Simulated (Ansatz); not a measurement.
# AlC: a trial structure relaxed

Aim: relax a trial structure of AlC and see where it ends.

Program: Ansatz 0.2.0. Level of theory: DFT PBE, scalar-relativistic, plane waves, PAW. These are calculated values, not measurements.

## (1) Starting point

Symmetry: P6/mmm, No. 191, hexagonal system. The conventional cell has a = 2.878 Å, b = 2.878 Å, c = 4.653 Å, α = 90.00°, β = 90.00°, γ = 120.00°. Around Al (site symmetry 6/mmm) lie 2 C at 2.33 Å. Around C (site symmetry 6/mmm) lie 2 Al at 2.33 Å.

As a file:

```
CELL_PARAMETERS angstrom
2.87769 0.00000 0.00000
-1.43884 2.49215 0.00000
0.00000 0.00000 4.65303
ATOMIC_POSITIONS crystal
Al 0.00000 0.00000 0.50000
C 0.00000 0.00000 0.00000
```

The cell is invented: random cell by space group and Wyckoff sites (P6/mmm, No. 191). Its size is a rough estimate.

## (2) Probe: one point on a coarse mesh

The input, input.yaml:

```yaml
crystal:
  lattice:
    - [2.87768886, 0.0, 0.0]
    - [-1.43884443, 2.49215166, 0.0]
    - [0.0, 0.0, 4.65302781]
  atoms:
    - { symbol: Al, position: [0.0, 0.0, 0.5] }
    - { symbol: C, position: [0.0, 0.0, 0.0] }
basis:
  ecutwfc: 420
kpoints:
  mp_grid: { grid: [6, 6, 4] }
hamiltonian:
  xc: pbe
scf:
  occupations: { method: gaussian, width: 0.1 }
  lower_state_search: "off"
output:
  forces: true
  stress: true
  eigenvalues: true
```

The run is started by

```console
$ ansatz run input.yaml --threads 1 --pin off --max-ram 2560MiB --backend cpu --events-out ev --progress --plain --runs-dir out
```

Standard output, cut to the lines that bear on the results:

```text
Warning: RAYON_NUM_THREADS=1 ignored (pool sized by the plan → 1); use --threads N
[...]
Pseudopotentials: kind: paw
Pseudopotential: Al, paw, valence charge 3, recommended cutoff 420 eV (normal), Al.paw.azcp
Pseudopotential: C, paw, valence charge 4, recommended cutoff 420 eV (normal), C.paw.azcp
Functional definition: PBE
[...]
Crystal: 2 atoms, lattice volume = 33.370 Å³
Basis set: ecut = 420 eV, 663 PW (Γ), exchange–correlation on 40×40×64 points (8 copies of the dense FFT grid, shifted against one another)
Bands: 8, of which v1, the nominal top of the filled ones, is band 4 counted from 1 (3 counted from 0)
Symmetry: 24 space group operations
Space group: P6/mmm (ITA 191), of the structure as read, at distance tolerance 3.2e-5 Å
[...]
SCF converged after 6 iterations
Free energy (F): -783.786338 eV
[...]
E sigma→0 (E₀):  -783.779315 eV
Entropy (-TS):   -0.014044 eV (-7.022 meV/atom)
Fermi energy:    4.319230 eV
[...]
--- Forces (eV/Å), atoms counted from 1 ---
  atom   1  Al     0.00000000     0.00000000     0.00000000
  atom   2  C      0.00000000     0.00000000     0.00000000
[...]
--- Stress (GPa, compression-positive) ---
      -11.763460      -0.000000       0.000000
       -0.000000     -11.763460       0.000000
        0.000000       0.000000     -29.555466
  P = ⅓ Tr σ = -17.6941 GPa (-176.941 kbar)
--- Band table (eV; the first three rows and the last of 21) ---
  k-point 0: bands = ["-7.0310", "-1.0606", "0.3518", "7.2041", "7.2041", "12.4822", "17.4450", "17.6248"]
[...]
```

Run time: 0.59 s. Hardware: 1 thread of Arm Neoverse V2, shared host; peak memory 0.25 GiB.

From the probe: pressure -17.7 GPa, largest force 0.00 eV/Å, gap on this mesh none (metal). A cheap, loose relaxation comes first.

## (3) Spin check on a coarse mesh

input.yaml, as its differences from that of step 2:

```diff
@@ -7,3 +7,3 @@
     - { symbol: Al, position: [0.0, 0.0, 0.5] }
-    - { symbol: C, position: [0.0, 0.0, 0.0] }
+    - { symbol: C, position: [0.0, 0.0, 0.0], spin: 1.0 }
 basis:
@@ -21 +21,4 @@
   eigenvalues: true
+  populations: true
+magnetization:
+  spin_polarized: true
```

The run is started by

```console
$ ansatz run input.yaml --threads 1 --pin off --max-ram 2560MiB --backend cpu --events-out ev --progress --plain --runs-dir out
```

Standard output, cut to the lines that bear on the results:

```text
[...]
SCF converged after 21 iterations
Magnetization: 0.1201 μB (3.5600 up, 3.4400 down)
Absolute magnetization: 0.1201 μB (∫|ρ↑−ρ↓|, with the PAW one-centre terms)
Spin contamination: 0.0000 ħ² per cell (⟨S²⟩ above its minimum at these occupations)
Per-site moments (μB) at R_I (Å): [(0.013767966409814664, 0.9596869858125001), (0.05434042731806995, 0.9596869858125001)]
Free energy (F): -783.786426 eV
[...]
        0.000000     -11.759371       0.000000
        0.000000       0.000000     -29.518241
  P = ⅓ Tr σ = -17.6790 GPa (-176.790 kbar)
--- Band table (eV; the first three rows and the last of 42) ---
  k-point 0 ↑: bands = ["-7.0706", "-1.1056", "0.3202", "7.1555", "7.1555", "12.4388", "17.4135", "17.5864"]
[...]
--- Löwdin populations: 2 sites ---
  site symbol       q [e]    m [muB]
     0     Al      2.6623     0.0411
     1      C      4.2779     0.0767
  spilling = 0.008544 (of n_electrons = 7.000000)
```

It took 1.9 s on 1 thread of Arm Neoverse V2, shared host; peak memory 0.24 GiB.

By site:

| atom | moment in the atom's sphere (μB) | Löwdin electrons |
| --- | --- | --- |
| Al1 | 0.01 | 2.66 |
| C2 | 0.05 | 4.28 |

The same cell is solved with trial moments on C. The largest site moment that stays is 0.05 μB and the cell's total 0.12 μB. The workflow keeps spin only above 0.25 μB on a site, so the next run goes without spin.

## (4) Coarse relaxation

input.yaml, as its differences from that of step 3:

```diff
@@ -7,3 +7,3 @@
     - { symbol: Al, position: [0.0, 0.0, 0.5] }
-    - { symbol: C, position: [0.0, 0.0, 0.0], spin: 1.0 }
+    - { symbol: C, position: [0.0, 0.0, 0.0] }
 basis:
@@ -21,4 +21,6 @@
   eigenvalues: true
-  populations: true
-magnetization:
-  spin_polarized: true
+relax:
+  adjacent_minimum: "off"
+  f_tol: 0.04
+  max_steps: 70
+  cell: { stress_tol: 0.4 }
```

The run is started by

```console
$ ansatz run input.yaml --threads 1 --pin off --max-ram 2560MiB --backend cpu --events-out ev --progress --plain --runs-dir out
```

Standard output:

```text
Warning: RAYON_NUM_THREADS=1 ignored (pool sized by the plan → 1); use --threads N
Engine: ansatz 0.2.0, aarch64-unknown-linux-gnu
[... 4 set-up lines as earlier in the session ...]
  parameter kappa = 0.804
  parameter beta = 0.06672455060314922
  exchange = pbe_x(kappa = kappa, mu = beta*pi^2/3)
  correlation = pbe_c(beta = beta)
Crystal: 2 atoms, lattice volume = 33.370 Å³
Basis set: ecut = 420 eV, 663 PW (Γ), exchange–correlation on 40×40×64 points (8 copies of the dense FFT grid, shifted against one another)
Bands: 8, of which v1, the nominal top of the filled ones, is band 4 counted from 1 (3 counted from 0)
[... 2 set-up lines as earlier in the session ...]
k-points: 21 of 144
Non-local potential: Al, projectors of the file, l = 0: 2, l = 1: 2, l = 2: 1
Non-local potential: C, projectors of the file, l = 0: 2, l = 1: 2, l = 2: 1
PAW form: soft (Blöchl's): semilocal exchange-correlation on the pseudo side does not see the compensation charge
PAW one-centre angular grid: Al, 110 points (default); XC on 64 Gauss nodes
PAW one-centre angular grid: C, 110 points (default); XC on 64 Gauss nodes
Initial density: superposition of atomic densities (neutral atoms: chi_scale 0, normalization atom), corrected by the library's trained network
Initial wavefunctions: pseudopotential atomic-orbital guess
Functional: x = pbe(κ = 0.804, μ = 0.2195149727645171), c = pbe(β = 0.06672455060314922)
SCF iter   1: F=—  HF=-783.797689 eV  |F-HF|=—  |Δ(HF+E_count)|=         —  Δρ=8.04e-3  dr2=6.81e-2  ethr=1.77e-3  ⟨swp⟩=5.3  Hψ=1214  notcnv=0
preconditioner: auto → none  [metal: Δε(μ)=0.050 eV  Ē_g=9.160 eV  σ=0.100 eV  W_gap=0.28  n_scr=2 (ndim 8)  ℏωp=17.0 eV  f_vac=0.000  D(μ)=3.11/eV (n_scr^D=36)  sad-step TF]
SCF iter   2: F=—  HF=-783.791944 eV  |F-HF|=—  |Δ(HF+E_count)|=   5.75e-3  Δρ=5.89e-3  dr2=3.50e-2  ethr=9.73e-4  ⟨swp⟩=1.0  Hψ=336  notcnv=0
SCF iter   3: F=—  HF=-783.786266 eV  |F-HF|=—  |Δ(HF+E_count)|=   5.68e-3  Δρ=6.75e-4  dr2=2.77e-4  ethr=4.99e-4  ⟨swp⟩=1.0  Hψ=159  notcnv=0  defer=1
SCF iter   4: F=—  HF=-783.786314 eV  |F-HF|=—  |Δ(HF+E_count)|=   4.81e-5  Δρ=9.10e-5  dr2=2.48e-6  ethr=3.95e-6  ⟨swp⟩=2.2  Hψ=204  notcnv=0  defer=1
SCF iter   5: F=—  HF=-783.786338 eV  |F-HF|=—  |Δ(HF+E_count)|=   2.38e-5  Δρ=1.48e-5  dr2=6.05e-8  ethr=3.54e-8  ⟨swp⟩=2.0  Hψ=229  notcnv=0  defer=1
SCF iter   6: F=-783.786338 eV  HF=-783.786338 eV  |F-HF|=6.94e-10  |Δ(HF+E_count)|=   1.54e-8  Δρ=1.76e-6  dr2=7.51e-10  ethr=8.64e-10  ⟨swp⟩=3.4  Hψ=685  notcnv=0
the search or the solves at the SCF's close seem to have found levels that the self-consistency loop had missed (the run counts 1). By its estimate they hold under 1e-12 electrons; where the run keeps them, the occupations were computed again with them
SCF 1 converged in 6 iterations: F = -783.786338 eV  dr2 = 7.51e-10
relax step   1: F+E_penalty+E_count = -783.78633764 eV  Δ(F+E_penalty+E_count) = +0.000e0 eV  max|allowed force component| = 8.217e-33 eV/Å  Δτ_max = 0.0000 Å  P = -17.694 GPa  Ω = 33.370 Å³  (6 SCF iters, dr2 threshold 1.00e-7 eV, accepted)
Crystal: 2 atoms, lattice volume = 29.842 Å³
Basis set: ecut = 420 eV, 591 PW (Γ), exchange–correlation on 40×40×64 points (8 copies of the dense FFT grid, shifted against one another)
Initial density: handed on by an earlier stage of this run
Initial wavefunctions: those handed on with the density
iter 1 solved again at ethr=2.24e-4 eV; its pass at ethr=3.10e-3 eV (dr2=1.57e-2 eV) is discarded
SCF iter   1: F=—  HF=-784.188470 eV  |F-HF|=—  |Δ(HF+E_count)|=         —  Δρ=7.81e-3  dr2=1.59e-2  ethr=2.24e-4  ⟨swp⟩=1.0  Hψ=1489  notcnv=0
preconditioner: auto → none  [insulator: Δε(μ)=0.232 eV  Ē_g=9.903 eV  σ=0.100 eV  W_gap=0.56  n_scr=2 (ndim 8)  ℏωp=18.0 eV  f_vac=0.000  D(μ)=2.82/eV (n_scr^D=34)  ε∞_Penn≈4.3]
SCF iter   2: F=—  HF=-784.182784 eV  |F-HF|=—  |Δ(HF+E_count)|=   5.69e-3  Δρ=2.82e-3  dr2=1.97e-3  ethr=2.24e-4  ⟨swp⟩=1.0  Hψ=169  notcnv=0
SCF iter   3: F=—  HF=-784.181888 eV  |F-HF|=—  |Δ(HF+E_count)|=   8.96e-4  Δρ=2.94e-4  dr2=3.02e-5  ethr=2.81e-5  ⟨swp⟩=2.0  Hψ=238  notcnv=0
SCF iter   4: F=—  HF=-784.181975 eV  |F-HF|=—  |Δ(HF+E_count)|=   8.74e-5  Δρ=9.91e-5  dr2=1.17e-6  ethr=4.31e-7  ⟨swp⟩=1.2  Hψ=181  notcnv=0
iter 5 did not close the SCF: its close was put off for the readings that it lacked (scf_convergence_deferred on its scf_iter line)
SCF iter   5: F=-784.181975 eV  HF=-784.181975 eV  |F-HF|=1.08e-8  |Δ(HF+E_count)|=   6.44e-8  Δρ=9.07e-6  dr2=2.11e-8  ethr=1.67e-8  ⟨swp⟩=2.1  Hψ=239  notcnv=0
SCF iter   6: F=-784.181975 eV  HF=-784.181975 eV  |F-HF|=4.76e-11  |Δ(HF+E_count)|=   2.93e-9  Δρ=8.80e-7  dr2=1.10e-10  ethr=3.01e-10  ⟨swp⟩=1.4  Hψ=526  notcnv=0
SCF 2 converged in 6 iterations: F = -784.181975 eV  dr2 = 1.10e-10
relax step   2: F+E_penalty+E_count = -784.18197527 eV  Δ(F+E_penalty+E_count) = -3.956e-1 eV  max|allowed force component| = 8.217e-33 eV/Å  Δτ_max = 0.0000 Å  P = -12.987 GPa  Ω = 29.842 Å³  energy of the carried Pulay correction = +3.966e-3 eV  (6 SCF iters, dr2 threshold 2.00e-7 eV, accepted)
Crystal: 2 atoms, lattice volume = 27.522 Å³
Basis set: ecut = 420 eV, 537 PW (Γ), exchange–correlation on 40×40×64 points (8 copies of the dense FFT grid, shifted against one another)
iter 1 solved again at ethr=1.22e-3 eV; its pass at ethr=3.10e-3 eV (dr2=8.57e-2 eV) is discarded
SCF iter   1: F=—  HF=-784.430079 eV  |F-HF|=—  |Δ(HF+E_count)|=         —  Δρ=1.22e-2  dr2=9.01e-2  ethr=1.22e-3  ⟨swp⟩=1.1  Hψ=1502  notcnv=0
preconditioner: auto → none  [insulator: Δε(μ)=0.100 eV  Ē_g=10.569 eV  σ=0.100 eV  W_gap=0.52  n_scr=2 (ndim 8)  ℏωp=18.7 eV  f_vac=0.000  D(μ)=2.77/eV (n_scr^D=34)  ε∞_Penn≈4.1]
SCF iter   2: F=—  HF=-784.413350 eV  |F-HF|=—  |Δ(HF+E_count)|=   1.67e-2  Δρ=3.49e-3  dr2=3.11e-3  ethr=1.22e-3  ⟨swp⟩=1.4  Hψ=176  notcnv=0
SCF iter   3: F=—  HF=-784.412488 eV  |F-HF|=—  |Δ(HF+E_count)|=   8.62e-4  Δρ=1.03e-3  dr2=3.10e-4  ethr=4.44e-5  ⟨swp⟩=1.7  Hψ=233  notcnv=0
SCF iter   4: F=—  HF=-784.412462 eV  |F-HF|=—  |Δ(HF+E_count)|=   2.58e-5  Δρ=2.35e-4  dr2=5.52e-6  ethr=4.43e-6  ⟨swp⟩=1.8  Hψ=221  notcnv=0
SCF iter   5: F=—  HF=-784.412550 eV  |F-HF|=—  |Δ(HF+E_count)|=   8.82e-5  Δρ=8.12e-6  dr2=1.02e-8  ethr=7.88e-8  ⟨swp⟩=2.6  Hψ=249  notcnv=0
SCF iter   6: F=-784.412550 eV  HF=-784.412550 eV  |F-HF|=4.43e-12  |Δ(HF+E_count)|=   6.92e-9  Δρ=1.28e-6  dr2=3.41e-10  ethr=1.45e-10  ⟨swp⟩=1.6  Hψ=533  notcnv=0
SCF 3 converged in 6 iterations: F = -784.412550 eV  dr2 = 3.41e-10
relax step   3: F+E_penalty+E_count = -784.41255018 eV  Δ(F+E_penalty+E_count) = -2.306e-1 eV  max|allowed force component| = 2.054e-33 eV/Å  Δτ_max = 0.0000 Å  P = -6.934 GPa  Ω = 27.522 Å³  energy of the carried Pulay correction = +6.832e-3 eV  (6 SCF iters, dr2 threshold 2.00e-7 eV, accepted)
[... from here on, the SCF cycles and remarks between the steps are left out ...]
relax step   4: F+E_penalty+E_count = -784.58276904 eV  Δ(F+E_penalty+E_count) = -1.702e-1 eV  max|allowed force component| = 2.889e-34 eV/Å  Δτ_max = 0.0000 Å  P = +0.769 GPa  Ω = 26.171 Å³  energy of the carried Pulay correction = +8.614e-3 eV  (6 SCF iters, dr2 threshold 2.00e-7 eV, accepted)
relax step   5: F+E_penalty+E_count = -784.56752165 eV  Δ(F+E_penalty+E_count) = +1.525e-2 eV  max|allowed force component| = 6.420e-35 eV/Å  Δτ_max = 0.0000 Å  P = +9.276 GPa  Ω = 25.769 Å³  energy of the carried Pulay correction = +9.172e-3 eV  (7 SCF iters, dr2 threshold 2.00e-7 eV, rejected (line search))
relax step   6: F+E_penalty+E_count = -784.61447884 eV  Δ(F+E_penalty+E_count) = -3.171e-2 eV  max|allowed force component| = 1.027e-33 eV/Å  Δτ_max = 0.0000 Å  P = +1.529 GPa  Ω = 26.834 Å³  energy of the carried Pulay correction = +7.748e-3 eV  (7 SCF iters, accepted)
relax step   7: F+E_penalty+E_count = -784.61663107 eV  Δ(F+E_penalty+E_count) = -2.152e-3 eV  max|allowed force component| = 6.420e-34 eV/Å  Δτ_max = 0.0000 Å  P = +0.849 GPa  Ω = 27.145 Å³  energy of the carried Pulay correction = +7.347e-3 eV  (6 SCF iters, dr2 threshold 2.00e-7 eV, accepted)
relax step   8: F+E_penalty+E_count = -784.61796331 eV  Δ(F+E_penalty+E_count) = -1.332e-3 eV  max|allowed force component| = 9.228e-35 eV/Å  Δτ_max = 0.0000 Å  P = +0.043 GPa  Ω = 27.567 Å³  energy of the carried Pulay correction = +6.808e-3 eV  (6 SCF iters, dr2 threshold 2.00e-7 eV, accepted)
relax step   9: F+E_penalty+E_count = -784.62457482 eV  Δ(F+E_penalty+E_count) = -6.612e-3 eV  max|allowed force component| = 1.818e-33 eV/Å  Δτ_max = 0.0000 Å  P = -0.980 GPa  Ω = 28.356 Å³  energy of the carried Pulay correction = +5.821e-3 eV  (6 SCF iters, dr2 threshold 2.00e-7 eV, accepted)
relax step  10: F+E_penalty+E_count = -784.62362567 eV  Δ(F+E_penalty+E_count) = +9.492e-4 eV  max|allowed force component| = 1.438e-32 eV/Å  Δτ_max = 0.0000 Å  P = -0.683 GPa  Ω = 30.390 Å³  energy of the carried Pulay correction = +3.396e-3 eV  (6 SCF iters, dr2 threshold 2.00e-7 eV, accepted)
relax step  11: F+E_penalty+E_count = -784.63657956 eV  Δ(F+E_penalty+E_count) = -1.295e-2 eV  max|allowed force component| = 1.284e-34 eV/Å  Δτ_max = 0.0000 Å  P = -0.793 GPa  Ω = 29.146 Å³  energy of the carried Pulay correction = +4.861e-3 eV  (6 SCF iters, dr2 threshold 2.00e-7 eV, accepted)
relax step  12: F+E_penalty+E_count = -784.63729932 eV  Δ(F+E_penalty+E_count) = -7.198e-4 eV  max|allowed force component| = 1.926e-34 eV/Å  Δτ_max = 0.0000 Å  P = -0.073 GPa  Ω = 29.061 Å³  energy of the carried Pulay correction = +4.965e-3 eV  (6 SCF iters, dr2 threshold 2.00e-7 eV, accepted)
Basis set: ecut = 420 eV, 541 PW (Γ), exchange–correlation on 40×40×54 points (8 copies of the dense FFT grid, shifted against one another)
Initial wavefunctions: pseudopotential atomic-orbital guess (no wavefunctions were taken with the density)
iter 1 solved again at ethr=8.47e-8 eV; its pass at ethr=3.10e-3 eV (dr2=5.93e-6 eV) is discarded
SCF iter   1: F=—  HF=-784.637009 eV  |F-HF|=—  |Δ(HF+E_count)|=         —  Δρ=2.38e-4  dr2=1.47e-6  ethr=8.47e-8  ⟨swp⟩=2.7  Hψ=1691  notcnv=0
preconditioner: auto → none  [insulator: Δε(μ)=0.114 eV  Ē_g=10.832 eV  σ=0.100 eV  W_gap=0.56  n_scr=2 (ndim 8)  ℏωp=18.2 eV  f_vac=0.000  D(μ)=0.52/eV (n_scr^D=2)  ε∞_Penn≈3.8]
SCF iter   2: F=—  HF=-784.637185 eV  |F-HF|=—  |Δ(HF+E_count)|=   1.76e-4  Δρ=1.20e-4  dr2=3.80e-7  ethr=2.10e-8  ⟨swp⟩=2.1  Hψ=231  notcnv=0
SCF iter   3: F=—  HF=-784.637190 eV  |F-HF|=—  |Δ(HF+E_count)|=   4.23e-6  Δρ=7.71e-6  dr2=2.36e-8  ethr=5.43e-9  ⟨swp⟩=2.0  Hψ=240  notcnv=0
iter 4 did not close the SCF: its close was put off for the readings that it lacked (scf_convergence_deferred on its scf_iter line)
SCF iter   4: F=-784.637190 eV  HF=-784.637190 eV  |F-HF|=2.36e-10  |Δ(HF+E_count)|=  1.94e-10  Δρ=2.42e-6  dr2=9.88e-10  ethr=3.38e-10  ⟨swp⟩=1.1  Hψ=173  notcnv=0
iter 5 did not close the SCF: its close was put off for the readings that it lacked (scf_convergence_deferred on its scf_iter line)
SCF iter   5: F=-784.637190 eV  HF=-784.637190 eV  |F-HF|=5.62e-11  |Δ(HF+E_count)|=  6.20e-10  Δρ=7.11e-7  dr2=4.08e-11  ethr=1.41e-11  ⟨swp⟩=2.0  Hψ=241  notcnv=0
SCF iter   6: F=-784.637190 eV  HF=-784.637190 eV  |F-HF|=0.00e0  |Δ(HF+E_count)|=  6.46e-11  Δρ=2.39e-8  dr2=1.49e-13  ethr=1.00e-12  ⟨swp⟩=1.0  Hψ=491  notcnv=0
SCF 13 converged in 6 iterations: F = -784.637190 eV  dr2 = 1.49e-13
relax step  13: F+E_penalty+E_count = -784.63718969 eV  Δ(F+E_penalty+E_count) = +1.096e-4 eV  max|allowed force component| = 1.926e-34 eV/Å  Δτ_max = 0.0000 Å  P = -0.089 GPa  Ω = 29.061 Å³  stress off target by 2.36e-1 GPa  SCF on the basis re-selected at this cell (its energy is not comparable with the rows above)  (6 SCF iters)
basis re-selected at this cell: Δ(F+E_penalty+E_count) = +1.096e-4 eV, ΔP = -0.016 GPa vs the last step (what re-selecting the basis moved, of the pressure what is left beyond the Pulay correction that the steps carried, after the strain that the cell walked since its last selection, with what the two solves' SCF thresholds leave and, on support functions, any second-order correction that the steps lacked; it is no measure of the basis error at this ecutwfc). The dense FFT grid was sized anew with the basis: this SCF ran on 20×20×27 points, the steps before it on 20×20×32, so part of this shift can come from that change (see relax.cell in the input reference). This SCF's stress stands 2.36e-1 GPa from its target on what of the cell is left free (relax.cell.stress_tol is 4.00e-1 GPa) and its largest allowed force component is 1.93e-34 eV/Å (relax.f_tol is 4.00e-2 eV/Å): within both
SCF converged after 6 iterations
Free energy (F): -784.637190 eV
Harris-Foulkes:  -784.637190 eV  (|F-HF|=0.00e0)
Internal energy: -784.634587 eV  (E = F + TS)
E sigma→0 (E₀):  -784.635889 eV
Entropy (-TS):   -0.002602 eV (-1.301 meV/atom)
Fermi energy:    5.734751 eV
--- Per-component energies (eV) ---
  E_band       = 2.933427
  E_kinetic    = 103.438005
  E_local      = -108.493663  (includes V_loc(G=0)·N_el)
  E_nonlocal   = 38.711984
  E_hartree    = 31.468700
  E_xc         = -84.979749
  E_vxc        = -84.673451  (∫ρ·V_xc dr)
  E_paw        = -565.636588  (= ΣΔE_a)
  E_vpaw       = -8.986849  (= ΣTr[D̂ρ^β])
  E_aug_tail   = 0.000002  (compensation charges beyond the density's cutoff)
  E_ewald      = -199.143278
  E_smearing   = -0.002602  (= −TS)
  E_closure    = 0.000000  (closes the sum)
  Σ components = -784.637190   (vs F -784.637190, Δ=0.00e0)
--- Forces (eV/Å), atoms counted from 1 ---
  atom   1  Al     0.00000000     0.00000000     0.00000000
  atom   2  C      0.00000000    -0.00000000     0.00000000
  max |Σ_I F_I| component: 3.85e-34 eV/Å
--- Stress (GPa, compression-positive) ---
       -0.014738       0.000000       0.000000
       -0.000000      -0.014738      -0.000000
        0.000000      -0.000000      -0.236396
  P = ⅓ Tr σ = -0.0886 GPa (-0.886 kbar)
--- Band table (eV; the first three rows and the last of 21) ---
  k-point 0: bands = ["-6.9027", "1.3694", "2.9563", "7.4708", "7.4708", "17.0021", "17.5400", "17.5400"]
  k-point 1: bands = ["-6.4438", "-1.2104", "5.7697", "7.5399", "7.5399", "16.1432", "17.8874", "17.9414"]
  k-point 2: bands = ["-5.7147", "-2.9052", "7.6133", "7.6133", "7.6423", "14.8387", "17.3332", "17.3332"]
  k-point 20: bands = ["-3.3702", "1.2514", "3.7222", "3.7222", "5.5587", "5.5587", "13.8716", "18.7875"]
--- Relaxed structure (12 steps of the walk, 11 accepted, 1 SCFs on fresh bases) ---
  F+E_penalty+E_count = -784.63718969 eV   max|allowed force component| = 1.926e-34 eV/Å   (the final SCF, on the basis selected at the relaxed cell)
  cell:  # Å, volume = 29.0609 Å³
    - [2.9790006915655702, 1.468988451341685e-32, -2.5319966959160884e-33]
    - [-1.4895003457827851, 2.5798902767871947, 2.6900078284661125e-34]
    - [-4.0940670124116195e-33, -1.861466729439277e-33, 3.78126211383037]
  atoms:
    - { symbol: Al, position: [-1.814087800320721e-36, -5.117711702277183e-37, 0.5] }
    - { symbol: C, position: [1.8140878003207258e-36, 5.117711702277693e-37, 0.0] }
```

It took 6.9 s on 1 thread of Arm Neoverse V2, shared host; peak memory 0.27 GiB.

Step by step:

| step | E - E(step 1) (eV/cell) | largest force component (eV/Å) | pressure (GPa) | volume (Å³) |
| --- | --- | --- | --- | --- |
| 1 | 0.0000 | 0.0000 | -17.69 | 33.37 |
| 2 | -0.3956 | 0.0000 | -12.99 | 29.84 |
| 3 | -0.6262 | 0.0000 | -6.93 | 27.52 |
| 4 | -0.7964 | 0.0000 | 0.77 | 26.17 |
| 5 | -0.7812 | 0.0000 | 9.28 | 25.77 |
| 6 | -0.8281 | 0.0000 | 1.53 | 26.83 |
| 7 | -0.8303 | 0.0000 | 0.85 | 27.14 |
| 8 | -0.8316 | 0.0000 | 0.04 | 27.57 |
| 9 | -0.8382 | 0.0000 | -0.98 | 28.36 |
| 10 | -0.8373 | 0.0000 | -0.68 | 30.39 |
| 11 | -0.8502 | 0.0000 | -0.79 | 29.15 |
| 12 | -0.8510 | 0.0000 | -0.07 | 29.06 |
| 13 | -0.8509 | 0.0000 | -0.09 | 29.06 |

Step 1 is the start. Step 13 repeats the geometry before it on a plane-wave basis chosen anew for that cell, so its energy need not be comparable with the rows above. Step 5 was tried and not accepted. The walk judges its steps with a correction for the finite basis (Pulay term) that this column leaves out, so accepted steps can climb here and lower ones be refused.

|  | before | after | change |
| --- | --- | --- | --- |
| a (Å) | 2.878 | 2.979 | +3.5 % |
| b (Å) | 2.878 | 2.979 | +3.5 % |
| c (Å) | 4.653 | 3.781 | -18.7 % |
| volume (Å³/atom) | 16.68 | 14.53 | -12.9 % |
| shortest distance (Å) | 2.327 | 1.891 | -18.7 % |
| space group (0.01 Å) | P6/mmm | P6/mmm | same |

Forces and stress were held to the start's 24 operations: a distortion of lower symmetry was not tested.

[end of part 1 of 2]
